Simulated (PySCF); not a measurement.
# Cl2GeH2: the cost of one run

Computed with PySCF 2.14.0. Level: levels as typed in each script, gas phase, geometry from GFN2-xTB.

## (1) The system as given

SMILES `Cl[GeH2]Cl`, 5 atoms, charge 0, spin multiplicity 1.

Bond lengths: Cl1–Ge2 2.097 Å, Ge2–Cl3 2.097 Å, Ge2–H4 1.513 Å, Ge2–H5 1.513 Å. Angles: Cl1–Ge2–Cl3 108.2°, Cl1–Ge2–H4 109.4°, Cl1–Ge2–H5 109.4°, Cl3–Ge2–H4 109.4°, Cl3–Ge2–H5 109.4°, H4–Ge2–H5 110.9°.

As a file:

```csv
atom,x (Å),y (Å),z (Å)
Cl1,-1.6985,-0.6404,0.0000
Ge2,-0.0001,0.5899,0.0000
Cl3,1.6986,-0.6403,0.0000
H4,-0.0003,1.4483,1.2462
H5,0.0003,1.4483,-1.2462
```

## (2) Density, bond paths and surface potential (B3LYP/def2-svpd)

Contents of input.py:

```python
import numpy as np
from pyscf import gto, scf, dft
from pyscf.scf import atom_ks, atom_hf
from scipy.linalg import block_diag

def solve(mol, dm0=None, hcore=None):
    mf = (dft.UKS if mol.spin else dft.RKS)(mol, xc='b3lyp')
    mf.grids.level = 3
    mf = mf.density_fit(auxbasis='def2-universal-jkfit')
    mf.conv_tol, mf.max_cycle = 1e-8, 80
    if hcore is not None:
        mf.get_hcore = lambda *args: hcore
    mf.kernel(dm0)
    if not mf.converged:
        mf = mf.newton().run(mf.mo_coeff, mf.mo_occ, max_cycle=30)
    assert mf.converged, 'SCF not converged'
    return mf

mol = gto.M(atom='''
Cl    -1.69847    -0.64042    -0.00001
Ge    -0.00005     0.58989     0.00000
Cl     1.69857    -0.64035     0.00001
H     -0.00029     1.44829     1.24624
H      0.00030     1.44830    -1.24624
''', basis='def2-svpd', charge=0, spin=0, verbose=4)
mf = solve(mol)
mf.analyze()
# spherically averaged free atoms, for the promolecule
atm = atom_ks.get_atm_nrks(mol, xc='b3lyp')
pro = block_diag(*[(atm[a[0]][2] * atm[a[0]][3]) @ atm[a[0]][2].T for a in mol._atom])
np.savez('result.npz', e=mf.e_tot, c=mf.mo_coeff, occ=mf.mo_occ, eps=mf.mo_energy, pro=pro, dip=mf.dip_moment(verbose=0), s2=mf.spin_square()[0])
```

The run is started by

```bash
$ OMP_NUM_THREADS=1 python input.py
```

What time and memory should one allow on 1 thread of Intel Xeon 6975P-C (Granite Rapids), shared host?

About 6 s, with a peak of 0.42 GiB.
